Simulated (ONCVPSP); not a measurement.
# An ONCV potential for Cu, from input to tests

Task: generate the file, and judge it by its errors in other configurations, its logarithmic derivatives, its ghosts and its cutoff.

Method: ONCVPSP 4.0.1, PBEsol, scalar-relativistic.

### 1 The design

The settings as typed:

```json
{"element": "copper (Cu, Z = 29)", "type": "optimised norm-conserving Vanderbilt (ONCV)", "frozen core": "[Ne]", "valence charge": "19", "reference configuration": "3s2 3p6 3d10 4s0.75 4p0.25", "partial waves": "3s+4s: rc 1.25 bohr, ncon 4, nbas 8, qcut 10.7 1/bohr, 2 projectors; 3p+4p: rc 1.30 bohr, ncon 4, nbas 7, qcut 9.6 1/bohr, 2 projectors; 3d: rc 0.75 bohr, ncon 3, nbas 8, qcut 12.2 1/bohr, 1 projector", "local potential": "polynomial inside 0.50 bohr (lpopt 5, dvloc0 0 Ha)", "core correction": "Teter function, fcfact 4.25, rcfact 1.4"}
```

### 2 Generating the potential

Cu.dat

```
# ATOM AND REFERENCE CONFIGURATION
# atsym  z   nc   nv     iexc    psfile
  Cu 29.00    3    5  -116133      upf
#
#   n    l    f
    1    0    2.00
    2    0    2.00
    2    1    6.00
    3    0    2.00
    3    1    6.00
    3    2   10.00
    4    0    0.75
    4    1    0.25
#
# PSEUDOPOTENTIAL AND OPTIMIZATION
# lmax
    2
#
#   l,   rc,      ep,       ncon, nbas, qcut
    0    1.25    0.00    4    8   10.70
    1    1.30    0.00    4    7    9.60
    2    0.75    0.00    3    8   12.20
#
# LOCAL POTENTIAL
# lloc, lpopt,  rc(5),   dvloc0
    4    5    0.50    0.00
#
# VANDERBILT-KLEINMAN-BYLANDER PROJECTORs
# l, nproj, debl
    0    2    3.30
    1    2    1.60
    2    1    0.80
#
# MODEL CORE CHARGE
# icmod, fcfact, rcfact
    3    4.25    1.40
#
# LOG DERIVATIVE ANALYSIS
# epsh1, epsh2, depsh
   -6.00    5.00    0.04
#
# OUTPUT GRID
# rlmax, drl
    6.00    0.01
#
# TEST CONFIGURATIONS
# ncnf
    4
# nvcnf
#   n    l    f
    5
    3    0    2.00
    3    1    6.00
    3    2   10.00
    4    0    1.00
    4    1    0.00
#
    5
    3    0    2.00
    3    1    6.00
    3    2   10.00
    4    0    0.00
    4    1    0.00
#
    5
    3    0    2.00
    3    1    6.00
    3    2    9.00
    4    0    0.00
    4    1    0.00
#
    5
    3    0    2.00
    3    1    6.00
    3    2    9.00
    4    0    1.00
    4    1    1.00
#
```

The run is started by

```
$ oncvpsp.x < Cu.dat > Cu.out
```

**Question.** What will these runs give? Wanted: cutoffs; bound ghosts; GHOST(+) flags; largest miss of a reference level; largest test error; largest phase difference near zero energy, channels read; rms error of d²Exc/dn², without and with the model core.

As calculated:

```
                                                quantity                                                value
                                                 cutoffs                                       not determined
                                            bound ghosts                                           none found
                                          GHOST(+) flags                             s at 243 eV, p at 260 eV
                       largest miss of a reference level                                          25 meV (3d)
                            largest test error (AE − PS)  -32 meV, for 3s2 3p6 3d9 4s1 4p1 (2 tests unsolved)
largest phase difference near zero energy, channels read                                            0.001 rad
 rms error of d²Exc/dn², without and with the model core                                    2.10 and 1.11 mHa
```

In words: The worst unpolarised test, 3s2 3p6 3d9 4s1 4p1, is off by 32 meV on 5.9 eV; by total energies transferability rates as fair where solved. Of the tests 2 gave no usable energy difference, which is a warning in itself. The program's ghost test flags no bound state. Near zero energy the phases of the channels with partial waves agree within 0.001 rad. The program also flags highly localised states, GHOST(+) (s, p). All of this concerns the isolated atom, not yet a solid.
